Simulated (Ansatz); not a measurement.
# ScTa: the cost of one run

Method: DFT PBE, scalar-relativistic, plane waves, PAW, in Ansatz 0.2.0.

## Step 1: The system as given

It takes space group Pmma (No. 51, orthorhombic). The conventional cell has a = 4.746 Å, b = 3.141 Å, c = 4.845 Å, α = 90.00°, β = 90.00°, γ = 90.00°. Around Sc (site symmetry mm2) lie 8 Ta at 2.88 to 2.91 Å and 4 Sc at 2.99 to 3.14 Å. Ta (site symmetry mm2) is surrounded by 8 Sc at 2.88 to 2.91 Å and 4 Ta at 2.99 to 3.14 Å.

As a file:

```
CELL_PARAMETERS angstrom
4.74577 0.00000 0.00000
0.00000 3.14058 0.00000
0.00000 0.00000 4.84547
ATOMIC_POSITIONS crystal
Sc 0.75000 0.00000 0.68700
Sc 0.25000 0.00000 0.31300
Ta 0.75000 0.50000 0.18800
Ta 0.25000 0.50000 0.81200
```

This is candidate A: AuCd (B19) type (Pmma, No. 51).

(A quick probe on a coarse mesh, which set the mesh and smearing, is not shown.)

## Step 3: Coarse relaxation (candidate A)

input.yaml

```yaml
crystal:
  lattice:
    - [4.7457689447, 0.0, 0.0]
    - [0.0, 3.1405823899, 0.0]
    - [0.0, 0.0, 4.845469973]
  atoms:
    - { symbol: Sc, position: [0.75, 0.0, 0.687] }
    - { symbol: Sc, position: [0.25, 0.0, 0.313] }
    - { symbol: Ta, position: [0.75, 0.5, 0.188] }
    - { symbol: Ta, position: [0.25, 0.5, 0.812] }
basis:
  ecutwfc: 420
kpoints:
  mp_grid: { grid: [4, 6, 4] }
hamiltonian:
  xc: pbe
scf:
  occupations: { method: gaussian, width: 0.1 }
  lower_state_search: "off"
output:
  forces: true
  stress: true
  eigenvalues: true
relax:
  adjacent_minimum: "off"
  f_tol: 0.04
  max_steps: 70
  cell: { stress_tol: 0.4 }
```

Command:

```sh
> ansatz run input.yaml --threads 1 --pin off --max-ram 2560MiB --backend cpu --events-out ev --progress --plain --runs-dir out
```

**Question.** How long does this run take on 1 thread of Arm Neoverse V2, shared host, and how much memory does it need?

About 28 s, with a peak of 0.39 GiB.
